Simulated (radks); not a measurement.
**Sn⁺ in [Kr] 4d10 5s2 5p0.75 6s0.25: an all-electron calculation**

The task here is to estimate one member of a computed series from the others.

Program: radks (a radial shooting solver on a logarithmic mesh, Libxc functionals) version 1. Level of theory: Dirac Kohn-Sham, Wu-Cohen GGA, spin-unpolarised, spherical densities, point nucleus; open shells are shared between the two j in proportion to 2j + 1. These are calculated values, not measurements, unless marked.

### The atom as given

```
element       : tin (Z = 50)
charge        : +1
electrons     : 49
configuration : [Kr] 4d10 5s2 5p0.75 6s0.25
```

Set-up of the first run:

Settings of this run:

```text
Z 50
configuration [Kr] 4d10 5s2 5p0.75 6s0.25
relativity Dirac
functional wc,pbe
spin unpolarised
j_filling average
nucleus point
c 137.035999084
```

Command:

```bash
$ python run_ks.py task.json out
```

The same process makes all the runs of this session.

One table of the session follows, with a row left open; its other results are not shown here.

It belongs to the step «Shells». Sizes of the orbitals, from the radial functions (bohr):

```
level      <r>  outermost maximum (interpolated)  90 % within  nodes
1s1/2  0.02906                            0.0188       0.0522      0
2s1/2   0.1251                             0.106        0.194      1
2p1/2   0.1058                            0.0818        0.173      0
2p3/2   0.1112                            0.0863        0.181      0
3s1/2        ?                                 ?            ?      ?
3p1/2   0.3300                             0.294        0.497      1
3p3/2   0.3412                             0.304        0.513      1
3d3/2   0.3126                             0.249        0.493      0
3d5/2   0.3162                             0.252        0.498      0
4s1/2   0.8184                             0.746         1.19      3
4p1/2   0.8654                             0.772         1.27      2
4p3/2   0.8953                             0.796         1.32      2
4d3/2    1.088                             0.881         1.69      1
4d5/2    1.103                             0.891         1.72      1
5s1/2    2.280                              1.97         3.34      4
5p1/2    2.768                              2.33         4.13      3
5p3/2    2.871                              2.42         4.28      3
6s1/2    6.062                              5.45         8.74      5
```

Q: Estimate the row for 3s1/2 from the others.

The run gave: <r>: 0.3392; outermost maximum (interpolated): 0.308; 90 % within: 0.499; nodes: 2. In the column «<r>» it lies between 3p1/2 (0.3300) and 3p3/2 (0.3412).
